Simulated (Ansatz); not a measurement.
# Sc2GeTe4: the cost of one run

Program: Ansatz 0.2.0. Level of theory: DFT PBE, scalar-relativistic, plane waves, PAW, unless a step names another level. These are calculated values, not measurements.

1 further run of the same task is left out (it didn't finish).

## (1) Starting point

Symmetry: C2/m, No. 12, monoclinic system. Conventional cell: a = 15.613 Å, b = 4.166 Å, c = 7.253 Å, α = 90.00°, β = 116.05°, γ = 90.00°. Sc (site symmetry m) has 6 Te at 2.89 to 3.02 Å as nearest neighbours. Around Ge (site symmetry 2/m) lie 6 Te at 3.01 to 3.03 Å. Te (site symmetry m) has 3 Sc at 2.89 to 2.94 Å and 1 Ge at 3.01 Å as nearest neighbours. Around Te (site symmetry m) lie 3 Sc at 2.97 to 3.02 Å and 2 Ge at 3.03 Å.

Coordinates:

```xyz
7
Lattice="7.8064 -2.0832 -0.0059 7.8064 2.0832 -0.0059 -3.1799 0.0000 6.5191" Properties=species:S:1:pos:R:3 pbc="T T T"
Sc    9.2793    0.0000    4.6943
Sc    3.1535    0.0000    1.8129
Ge    0.0000    0.0000    0.0000
Te    0.4583    0.0000    2.9774
Te   11.9746    0.0000    3.5299
Te    6.8237    0.0000    6.3642
Te    5.6091    0.0000    0.1430
```

It came out lowest among 24 distinct ends of the trial cells. At a tolerance of 0.02 Å it has space group C2/m (No. 12).

## (2) Kick test: the unmoved cell on a coarse mesh

input.yaml

```yaml
crystal:
  lattice:
    - [0.0, 4.1664296707, 0.0]
    - [-3.1799487783, 0.0, 6.5191115815]
    - [7.8064092733, -2.0832148353, -0.0059384676]
  atoms:
    - { symbol: Sc, position: [0.7412794151, 0.7214387722, 0.4825588301] }
    - { symbol: Sc, position: [0.2587205849, 0.2785612278, 0.5174411699] }
    - { symbol: Ge, position: [0.0, 0.0, 0.0] }
    - { symbol: Te, position: [0.1224200106, 0.4569375197, 0.2448400212] }
    - { symbol: Te, position: [0.8775799894, 0.5430624803, 0.7551599788] }
    - { symbol: Te, position: [0.6361325461, 0.9774010439, 0.2722650922] }
    - { symbol: Te, position: [0.3638674539, 0.0225989561, 0.7277349078] }
basis:
  ecutwfc: 420
kpoints:
  mp_grid: { grid: [4, 2, 4] }
hamiltonian:
  xc: pbe
scf:
  occupations: { method: gaussian, width: 0.1 }
  lower_state_search: "off"
output:
  forces: true
  stress: true
  eigenvalues: true
```

The run is started by

```console
$ ansatz run input.yaml --threads 1 --pin off --max-ram 2560MiB --backend cpu --events-out ev --progress --plain --runs-dir out
```

Q: Estimate wall time and peak memory on 1 thread of Arm Neoverse V1, shared host.

About 12 s, with a peak of 0.53 GiB.
